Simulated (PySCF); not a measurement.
**C2H3F2Ga (SMILES F/C=[C](/F)[GaH2]): levels of theory compared**

We compute a comparison of 6 runs (HF/3-21G, HF/cc-pVDZ, B3LYP/6-31G*, CAM-B3LYP/def2-SVP, M06-2X/def2-TZVP, MP2/aug-cc-pVDZ) of C2H3F2Ga. The job is set up through a Python script.

Program for the calculation: PySCF 2.14.0.

## (1) Starting point

The species is C2H3F2Ga (8 atoms), meant as a singlet with charge 0. As SMILES, `F/C=[C](/F)[GaH2]`. Geometry: a GFN2-xTB relaxation, a rough one for these elements and not checked as a minimum.

Bond lengths: F1–C2 1.400 Å, C2–C3 1.328 Å, C3–F4 1.345 Å, C3–Ga5 2.035 Å, C2–H6 1.079 Å, Ga5–H7 1.557 Å, Ga5–H8 1.555 Å. Angles: F1–C2–C3 111.4°, C2–C3–F4 119.1°, C2–C3–Ga5 101.0°, F4–C3–Ga5 139.9°, F1–C2–H6 113.4°, C3–C2–H6 135.2°, C3–Ga5–H7 118.9°, C3–Ga5–H8 118.9°, H7–Ga5–H8 122.2°.

## (2) Energy and gradient at HF/3-21G (run 1)

Contents of run.py:

```python
# FC=[C](F)[GaH2]
from pyscf import gto, scf

mol = gto.M(
    atom='''
F     -0.344850     1.455960    -0.214890
C     -0.678210     0.627000     0.863570
C     -0.194750    -0.598880     0.700720
F     -0.420150    -1.522880     1.651600
Ga     0.735930    -0.412440    -1.099260
H     -1.255560     1.127140     1.625550
H      2.225890     0.036690    -1.131630
H     -0.068300    -0.712590    -2.395670
''',
    charge=0,
    basis='3-21g',
    verbose=3,
    max_memory=1860,
)

mf = scf.RHF(mol)
mf.conv_tol = 1e-10
mf.kernel()
if not mf.converged:
    mf = mf.newton().run(mf.mo_coeff, mf.mo_occ)

e_tot = mf.e_tot
print('Final energy', e_tot)
grad = mf.nuc_grad_method().kernel()
mf.analyze()
```

The run is started by

```
$ OMP_NUM_THREADS=1 python run.py
```

Output:

```text
converged SCF energy = -2188.63737568365
Final energy -2188.6373756836474
[... 16 lines left out ...]
MO #8   energy= -11.2764016718516  occ= 2
[... 7 lines left out ...]
MO #16  energy= -1.13124485704189  occ= 2
[... 7 lines left out ...]
MO #24  energy= -0.719705955449947 occ= 2
[... 7 lines left out ...]
MO #32  energy= -0.382030933084286 occ= 2
[... 7 lines left out ...]
MO #40  energy= 0.311038705001667  occ= 0
[... 7 lines left out ...]
MO #48  energy= 1.04559255628452   occ= 0
[... 7 lines left out ...]
MO #56  energy= 1.87140867142431   occ= 0
[... 7 lines left out ...]
MO #64  energy= 4.21753920799687   occ= 0
[... 9 lines left out ...]
Dipole moment(X, Y, Z, Debye): -0.17264,  0.24160,  0.15425
```

It took 8.4 s on 1 thread of Intel Xeon at 2.50GHz (Skylake/Cascade Lake), shared host; peak memory 0.13 GiB.

## (3) Energy and forces at HF/cc-pVDZ (run 2)

Contents of input.xyz:

```xyz
8

F     -0.344850     1.455960    -0.214890
C     -0.678210     0.627000     0.863570
C     -0.194750    -0.598880     0.700720
F     -0.420150    -1.522880     1.651600
Ga     0.735930    -0.412440    -1.099260
H     -1.255560     1.127140     1.625550
H      2.225890     0.036690    -1.131630
H     -0.068300    -0.712590    -2.395670
```

Contents of job.py:

```python
import pyscf.grad
from pyscf import gto, scf

system = gto.Mole()
system.atom = 'input.xyz'
system.basis = 'cc-pvdz'
system.verbose = 4
system.max_memory = 1860
system.build()

myscf = scf.RHF(system)
myscf.conv_tol = 1e-10
myscf.kernel()
if not myscf.converged:
    myscf = myscf.newton().run(myscf.mo_coeff, myscf.mo_occ)

energy = myscf.e_tot
print(f'total energy: {energy:.8f} hartree')
grad = myscf.Gradients().kernel()
dip = myscf.dip_moment()
pop, q = myscf.mulliken_pop()
```

The run is started by

```
$ OMP_NUM_THREADS=1 python job.py
```

Output:

```text
PySCF version 2.14.0

[... 66 lines left out ...]
converged SCF energy = -2199.51252815874
total energy: -2199.51252816 hartree
[... 11 lines left out ...]
Dipole moment(X, Y, Z, Debye): -0.21322,  0.29289,  0.19946
[... 107 lines left out ...]
charge of    7H =     -0.16066
```

It took 39 s on 1 thread of Intel Xeon at 2.50GHz (Skylake/Cascade Lake), shared host; peak memory 0.21 GiB.

Runs 3 to 5 aren't shown in full; the table further down has their settings and results.

## (4) Energy and gradient at MP2/aug-cc-pVDZ (run 6)

Contents of input.py:

```python
# FC=[C](F)[GaH2]
import pyscf.grad
from pyscf import gto, mp

mol = gto.Mole()
mol.atom = '''
F   -0.344850   1.455960  -0.214890
C   -0.678210   0.627000   0.863570
C   -0.194750  -0.598880   0.700720
F   -0.420150  -1.522880   1.651600
Ga   0.735930  -0.412440  -1.099260
H   -1.255560   1.127140   1.625550
H    2.225890   0.036690  -1.131630
H   -0.068300  -0.712590  -2.395670
'''
mol.max_memory = 1860
mol.basis = 'aug-cc-pvdz'
mol.verbose = 4
mol.build()

calc0 = mol.RHF()
calc0.conv_tol = 1e-10
calc0.kernel()
if not calc0.converged:
    calc0 = calc0.newton().run(calc0.mo_coeff, calc0.mo_occ)

pt = mp.MP2(calc0, frozen=13).run()
etot = pt.e_tot
print('E = %.10f Eh' % etot)
grad = pt.Gradients().kernel()
calc0.analyze()
```

The run is started by

```
$ OMP_NUM_THREADS=1 python input.py
```

Output:

```text
PySCF version 2.14.0

[... 95 lines left out ...]
MO #3   energy= -42.5636584985304  occ= 2
[... 18 lines left out ...]
MO #22  energy= -0.850465272142332 occ= 2
[... 18 lines left out ...]
MO #41  energy= 0.102400547064261  occ= 0
[... 18 lines left out ...]
MO #60  energy= 0.330517801380492  occ= 0
[... 18 lines left out ...]
MO #79  energy= 0.584274078725707  occ= 0
[... 18 lines left out ...]
MO #98  energy= 1.04229582604897   occ= 0
[... 18 lines left out ...]
MO #117 energy= 1.72008247559466   occ= 0
[... 18 lines left out ...]
MO #136 energy= 2.36287538756665   occ= 0
[... 18 lines left out ...]
MO #155 energy= 5.16776260903028   occ= 0
[... 166 lines left out ...]
Dipole moment(X, Y, Z, Debye): -0.20298,  0.37665,  0.13552
```

It took 4.2 min on 1 thread of Intel Xeon at 2.50GHz (Skylake/Cascade Lake), shared host; peak memory 2 GiB.

## (5) All runs side by side

| run | level | integration grid | frozen core orbitals | energy (Eh) | dipole moment (D) of the reference | HOMO energy (eV) | LUMO energy (eV) | wall time |
| --- | --- | --- | --- | --- | --- | --- | --- | --- |
| 1 | HF/3-21G | – | – | -2188.637376 | 0.33 | -10.40 | 1.65 | 8.4 s |
| 2 | HF/cc-pVDZ | – | – | -2199.512528 | 0.41 | -10.40 | 1.67 | 39 s |
| 3 | B3LYP/6-31G* (spherical functions) | 5 | – | -2202.241793 | 0.65 | -7.00 | -1.45 | 88 s |
| 4 | CAM-B3LYP/def2-SVP | 5 | – | -2202.050736 | 0.49 | -8.83 | -0.28 | 2.3 min |
| 5 | M06-2X/def2-TZVP | 5 | – | -2202.492032 | 0.49 | -8.89 | -0.72 | 6.6 min |
| 6 | MP2/aug-cc-pVDZ | – | 13 | -2200.300565 | 0.45 | -10.47 | 0.66 | 4.2 min |

## (6) Summary of results

| quantity | value |
| --- | --- |
| run 6: total energy | -2200.30056 Eh |
| run 6: dipole moment (Hartree–Fock density) | 0.45 D |
| run 6: HOMO energy (Hartree–Fock orbitals) | -10.47 eV |
| run 6: LUMO energy (Hartree–Fock orbitals) | 0.66 eV |
| run 6: HOMO–LUMO gap (Hartree–Fock orbitals) | 11.13 eV |
| run 6: correlation energy (13 core orbitals frozen) | -767.5 mEh |
| run 6: largest force on an atom | 0.989 eV/Å |

**Reading.** Over runs 1, 2, 3, 4, 5 the dipole moment (its size) runs from 0.33 D (HF/3-21G) to 0.65 D (B3LYP/6-31G*). The two ends differ in method and basis. Over runs 1, 2, 3, 4, 5 the HOMO–LUMO gap runs from 5.55 eV (B3LYP/6-31G*) to 12.07 eV (HF/cc-pVDZ). Totals of different functionals can't be ranked against each other. All runs together took 15 min, the longest 6.6 min.
